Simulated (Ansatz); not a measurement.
The system is Ir4W.

```
Ir W
1.0
     1.37784    0.79550   11.31056
    -1.37784    0.79550   11.31056
     0.00000   -1.59099   11.31056
Ir W
4 1
Direct
  0.39967 0.39967 0.39967
  0.80081 0.80081 0.80081
  0.19919 0.19919 0.19919
  0.60033 0.60033 0.60033
  0.00000 0.00000 0.00000
```

The cell comes from a database or a generator and needn't be the stable form of this composition.

Base run:

- Program: Ansatz 0.2.0
- Functional: PBEsol
- Potentials or basis: JTH PAW
- Cutoff: 1290 eV (not typed: the program's choice for these potentials)
- k mesh: 11 × 11 × 11
- Occupations: fermi-dirac, width 0.05 eV
- Spin: no spin polarisation

Its results: band gap on the k mesh none (metal or under the smearing width); pressure -11.3 GPa; largest force 0.019 eV/Å.

Question: The run is repeated on the same cell with these changes: potentials or basis from JTH PAW to PseudoDojo standard (PBEsol files); cutoff from 1290 eV (not typed: the program's choice for these potentials) to 1007 eV; valence electrons from 74 to 82. What comes out?

Answer: Band gap on the k mesh none (metal or under the smearing width); pressure -12.2 GPa; largest force 0.036 eV/Å.
